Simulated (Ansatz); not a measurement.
# AlClF2H4OSi: the cost of one run

Program: Ansatz 0.2.0. Level of theory: RKS PBE0/def2-SVP. These are calculated values, not measurements.

### 1 The system as given

Bond lengths: Al1–Cl2 2.599 Å, Al1–F3 1.639 Å, Al1–F4 1.639 Å, Cl2–Si5 2.494 Å, Al1–O6 2.177 Å, Si5–O6 2.064 Å, Si5–H7 1.454 Å, Si5–H8 1.487 Å, Si5–H9 1.452 Å, O6–H10 0.955 Å. Angles (14 of 20 angles, heavy atoms first): Al1–Cl2–Si5 89.8°, Cl2–Al1–F3 103.2°, Cl2–Al1–F4 122.7°, Cl2–Al1–O6 74.6°, F3–Al1–F4 124.5°, F3–Al1–O6 115.7°, F4–Al1–O6 105.9°, Cl2–Si5–O6 78.9°, Al1–O6–Si5 116.0°, Cl2–Si5–H7 78.5°, Cl2–Si5–H8 163.6°, Cl2–Si5–H9 84.6°, O6–Si5–H7 116.3°, O6–Si5–H8 86.2°.

Coordinates:

```xyz
10

Al   -1.4030   -0.5012   -1.3150
Cl    1.0313    0.3394   -1.6683
F    -1.3283   -2.0706   -1.7803
F    -2.7114    0.4656   -1.5155
Si    1.3587    0.4084    0.8027
O    -0.6447   -0.0721    0.6796
H     1.7210    1.7642    0.4240
H     1.1390    0.5308    2.2682
H     1.9834   -0.8888    0.6182
H    -1.1459    0.0243    1.4864
```

### 2 Pulling towards end A

Springs on the bonds that form and break draw the guess towards this end; the thresholds are loose.

Input file input.yaml:

```yaml
crystal:
  periodic: [false, false, false]
  atoms:
    - { symbol: Al, position_ang: [-1.403, -0.5012, -1.315] }
    - { symbol: Cl, position_ang: [1.0313, 0.3394, -1.6683] }
    - { symbol: F, position_ang: [-1.3283, -2.0706, -1.7803] }
    - { symbol: F, position_ang: [-2.7114, 0.4656, -1.5155] }
    - { symbol: Si, position_ang: [1.3587, 0.4084, 0.8027] }
    - { symbol: O, position_ang: [-0.6447, -0.0721, 0.6796] }
    - { symbol: H, position_ang: [1.721, 1.7642, 0.424] }
    - { symbol: H, position_ang: [1.139, 0.5308, 2.2682] }
    - { symbol: H, position_ang: [1.9834, -0.8888, 0.6182] }
    - { symbol: H, position_ang: [-1.1459, 0.0243, 1.4864] }
basis:
  gaussian: { orbitals: def2-SVP }
hamiltonian:
  xc: pbe0
relax:
  f_tol: 0.15
  max_steps: 25
  restrain:
    - { distance: [0, 5], at: 3.17, k: 30.0 }
    - { distance: [4, 1], at: 3.43, k: 30.0 }
    - { distance: [0, 1], at: 2.23, k: 30.0 }
    - { distance: [4, 5], at: 1.77, k: 30.0 }
output:
  orbitals: {}
```

Command:

```sh
$ ansatz run input.yaml --threads 2 --pin off --max-ram 3072MiB --backend cpu --events-out ev --progress --plain --runs-dir out
```

Q: Estimate wall time and peak memory on 2 threads of Arm Neoverse V2, shared host.

About 36 s, with a peak of 0.28 GiB.
